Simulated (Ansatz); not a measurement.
# C3H9BO: one species, many methods

An exercise on one series of results from a longer session: the logs are not shown, and one member is left open.

Computed with Ansatz 0.2.0, Gaussian basis. Level: functionals in def2-TZVPP, the program's frozen cores in correlated methods.

The runs, in order: LDA (SPW92), PBE-D4, revPBE-D4, BLYP-D4, r2SCAN-D4, B97M-V, PBE0-D4, B3LYP-D4, r2SCANh-D4, r2SCAN0-D4, HSE06-D4, BHLYP-D4, CAM-B3LYP-D4, LC-ωPBE, ωB97X-V, ωB97M-V, B2PLYP, PBE-QIDH; CCSD(T)/def2-SVP; CCSD(T)/def2-TZVPP; MP2/def2-QZVPP; extrapolation to the limit; RPA on PBE.

**Structure used throughout**

An earlier PBE0-D4 in a triple-zeta def2 set relaxation fixed the geometry.

14 atoms, charge 0, spin multiplicity 1.

Atoms are counted from 1 here; the program's logs count them from 0.

Bond lengths: C1–C2 1.530 Å, C1–H6 1.093 Å, C1–H7 1.094 Å, C1–H8 1.094 Å, C2–C3 1.530 Å, C2–B4 1.574 Å, C2–H9 1.100 Å, C3–H10 1.094 Å, C3–H11 1.093 Å, C3–H12 1.094 Å, B4–O5 1.354 Å, B4–H13 1.203 Å, O5–H14 0.962 Å. Angles: C2–C1–H6 112.1°, C2–C1–H7 110.9°, C2–C1–H8 110.8°, H6–C1–H7 107.7°, H6–C1–H8 107.5°, H7–C1–H8 107.5°, C1–C2–C3 110.4°, C1–C2–B4 110.0°, C1–C2–H9 108.2°, C3–C2–B4 110.0°, C3–C2–H9 108.2°, B4–C2–H9 110.1°, C2–C3–H10 110.9°, C2–C3–H11 112.1°, C2–C3–H12 110.8°, H10–C3–H11 107.7°, H10–C3–H12 107.5°, H11–C3–H12 107.5° and more.

Set-up of the first run:

in.yaml

```yaml
crystal:
  periodic: [false, false, false]
  atoms:
    - {symbol: C, position_ang: [-1.383478, 0.565916, 0.170291]}
    - {symbol: C, position_ang: [0.115393, 0.259103, 0.141124]}
    - {symbol: C, position_ang: [0.463649, -0.798051, 1.191218]}
    - {symbol: B, position_ang: [0.532325, -0.247217, -1.289530]}
    - {symbol: O, position_ang: [1.431850, 0.381024, -2.082366]}
    - {symbol: H, position_ang: [-1.656864, 1.353237, -0.537314]}
    - {symbol: H, position_ang: [-1.696838, 0.891322, 1.167143]}
    - {symbol: H, position_ang: [-1.966980, -0.323631, -0.084589]}
    - {symbol: H, position_ang: [0.660010, 1.182461, 0.389233]}
    - {symbol: H, position_ang: [0.153203, -0.474861, 2.189707]}
    - {symbol: H, position_ang: [1.536582, -1.004912, 1.227701]}
    - {symbol: H, position_ang: [-0.046882, -1.741470, 0.976612]}
    - {symbol: H, position_ang: [0.049649, -1.247280, -1.751063]}
    - {symbol: H, position_ang: [1.795280, 1.175260, -1.679265]}
basis:
  gaussian: {orbitals: def2-TZVPP}
hamiltonian: {xc: lda}
output: {orbitals: {seedname: orbitals}}
```

Launch:

```bash
$ ansatz run in.yaml --threads 4 --pin off --events-out ev --progress --plain --max-ram 10444MiB
```

Among the steps run: LDA; PBE-D4 (GGA); revPBE-D4 (GGA); BLYP-D4 (GGA); r2SCAN-D4 (meta-GGA); B97M-V (meta-GGA); PBE0-D4 (hybrid); B3LYP-D4 (hybrid); r2SCANh-D4 (hybrid); r2SCAN0-D4 (hybrid); HSE06-D4 (hybrid); BHLYP-D4 (hybrid); CAM-B3LYP-D4 (range-separated); LC-ωPBE (range-separated); ωB97X-V (range-separated); ωB97M-V (range-separated); B2PLYP (double hybrid); PBE-QIDH (double hybrid).

One of the session's tables, all rows but one given; the rest of the session is left out.

It belongs to the step «Orbital energies across the functionals». 

| functional | HOMO (eV) | gap (eV) |
| --- | --- | --- |
| LDA (SPW92) | -6.71 | 5.53 |
| PBE-D4 | ? | ? |
| revPBE-D4 | -6.59 | 5.83 |
| BLYP-D4 | -6.58 | 5.82 |
| r2SCAN-D4 | -6.90 | 6.41 |
| B97M-V | -7.04 | 6.45 |
| PBE0-D4 | -8.02 | 8.16 |
| B3LYP-D4 | -7.85 | 7.73 |
| r2SCANh-D4 | -7.42 | 7.28 |
| r2SCAN0-D4 | -8.20 | 8.57 |
| HSE06-D4 | -7.62 | 7.37 |
| BHLYP-D4 | -9.39 | 10.52 |
| CAM-B3LYP-D4 | -9.48 | 10.68 |
| LC-ωPBE | -10.79 | 13.25 |
| ωB97X-V | -10.46 | 12.76 |
| ωB97M-V | -10.33 | 12.35 |

Q: Estimate the row for PBE-D4 from the others.

The run gave: HOMO (eV): -6.63; gap (eV): 5.75. In the column «HOMO (eV)» it lies between LDA (SPW92) (-6.71) and revPBE-D4 (-6.59).
